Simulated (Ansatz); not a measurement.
# C₄H₉AlClN: how energies converge with the basis set

An exercise on one series of results from a longer session: the logs are not shown, and one member is left open.

Method: one geometry, several basis sets; program: Ansatz 0.2.0, Gaussian basis.

Levels to be run: PBE0-D4/def2-SVP; ωB97M-V/def2-SVP; PBE0-D4/def2-QZVPP; ωB97M-V/def2-QZVPP; the functionals' def2-TZVPP values are taken from earlier runs.

## The geometry

All runs share one geometry, relaxed beforehand with PBE0-D4 in a triple-zeta def2 set.

SMILES `CC#[N+][Al-]([CH3])([CH3])[Cl]`, 16 atoms, charge 0, spin multiplicity 1.

Atoms are counted from 1 here; the program's logs count them from 0.

Bond lengths: C1–C2 1.441 Å, C1–H8 1.091 Å, C1–H9 1.091 Å, C1–H10 1.091 Å, C2–N3 1.143 Å, N3–Al4 2.034 Å, Al4–C5 1.959 Å, Al4–C6 1.959 Å, Al4–Cl7 2.158 Å, C5–H11 1.095 Å, C5–H12 1.095 Å, C5–H13 1.094 Å, C6–H14 1.095 Å, C6–H15 1.095 Å, C6–H16 1.094 Å. Angles: C2–C1–H8 109.8°, C2–C1–H9 109.4°, C2–C1–H10 109.6°, H8–C1–H9 109.4°, H8–C1–H10 109.4°, H9–C1–H10 109.3°, C1–C2–N3 179.5°, C2–N3–Al4 175.7°, N3–Al4–C5 101.6°, N3–Al4–C6 101.6°, N3–Al4–Cl7 96.9°, C5–Al4–C6 121.8°, C5–Al4–Cl7 114.5°, C6–Al4–Cl7 114.5°, Al4–C5–H11 112.1°, Al4–C5–H12 110.7°, Al4–C5–H13 112.1°, H11–C5–H12 106.9° and more.

As a file:

```mol
C4H9AlClN
  3D, bonds by distance, orders not assigned

 16 15  0  0  0  0  0  0  0  0999 V2000
    2.2640   -0.1530    2.4659 C   0  0
    1.3287   -0.0008    1.3799 C   0  0
    0.5915    0.1284    0.5163 N   0  0
   -0.6495    0.4899   -1.0541 Al  0  0
   -0.2243   -1.0063   -2.2444 C   0  0
   -2.3852    0.6374   -0.1589 C   0  0
    0.2179    2.3758   -1.6424 Cl  0  0
    2.2912   -1.1956    2.7864 H   0  0
    3.2585    0.1495    2.1336 H   0  0
    1.9574    0.4754    3.3036 H   0  0
   -0.4758   -1.9736   -1.7962 H   0  0
   -0.7900   -0.9313   -3.1789 H   0  0
    0.8355   -1.0279   -2.5157 H   0  0
   -3.1733    0.8818   -0.8786 H   0  0
   -2.6778   -0.2988    0.3287 H   0  0
   -2.3917    1.4264    0.5991 H   0  0
  1  2  8  0
  2  3  8  0
  3  4  8  0
  4  5  8  0
  4  6  8  0
  4  7  8  0
  1  8  8  0
  1  9  8  0
  1 10  8  0
  5 11  8  0
  5 12  8  0
  5 13  8  0
  6 14  8  0
  6 15  8  0
  6 16  8  0
M  END
```

Set-up of the first run:

The input, in.yaml:

```yaml
crystal:
  periodic: [false, false, false]
  atoms:
    - {symbol: C, position_ang: [2.264025, -0.152993, 2.465913]}
    - {symbol: C, position_ang: [1.328672, -0.000804, 1.379898]}
    - {symbol: N, position_ang: [0.591548, 0.128381, 0.516251]}
    - {symbol: Al, position_ang: [-0.649451, 0.489890, -1.054126]}
    - {symbol: C, position_ang: [-0.224320, -1.006341, -2.244414]}
    - {symbol: C, position_ang: [-2.385242, 0.637373, -0.158877]}
    - {symbol: Cl, position_ang: [0.217877, 2.375818, -1.642447]}
    - {symbol: H, position_ang: [2.291185, -1.195598, 2.786372]}
    - {symbol: H, position_ang: [3.258545, 0.149490, 2.133643]}
    - {symbol: H, position_ang: [1.957379, 0.475426, 3.303645]}
    - {symbol: H, position_ang: [-0.475793, -1.973609, -1.796227]}
    - {symbol: H, position_ang: [-0.789964, -0.931260, -3.178885]}
    - {symbol: H, position_ang: [0.835456, -1.027854, -2.515661]}
    - {symbol: H, position_ang: [-3.173342, 0.881814, -0.878582]}
    - {symbol: H, position_ang: [-2.677754, -0.298827, 0.328671]}
    - {symbol: H, position_ang: [-2.391719, 1.426395, 0.599128]}
basis:
  gaussian: {orbitals: def2-SVP}
hamiltonian: {xc: pbe0, dispersion: d4}
output: {orbitals: {seedname: orbitals}}
```

Command:

```bash
$ ansatz run in.yaml --threads 4 --pin off --events-out ev --progress --plain --max-ram 11315MiB
```

Among the steps run: PBE0-D4 in def2-SVP; ωB97M-V in def2-SVP; PBE0-D4 in def2-QZVPP; ωB97M-V in def2-QZVPP.

One of the session's tables, all rows but one given; the rest of the session is left out.

It belongs to the step «Density functionals: the series». 

| functional | basis | HOMO (eV) |
| --- | --- | --- |
| PBE0-D4 | def2-SVP | -6.69 |
| PBE0-D4 | def2-TZVPP | ? |
| PBE0-D4 | def2-QZVPP | -6.85 |
| ωB97M-V | def2-SVP | -8.88 |
| ωB97M-V | def2-TZVPP | -9.02 |
| ωB97M-V | def2-QZVPP | -9.05 |

**Question.** Estimate the row for PBE0-D4, def2-TZVPP.

The run gave: HOMO (eV): -6.82. In the column «HOMO (eV)» it lies between PBE0-D4, def2-QZVPP (-6.85) and PBE0-D4, def2-SVP (-6.69).
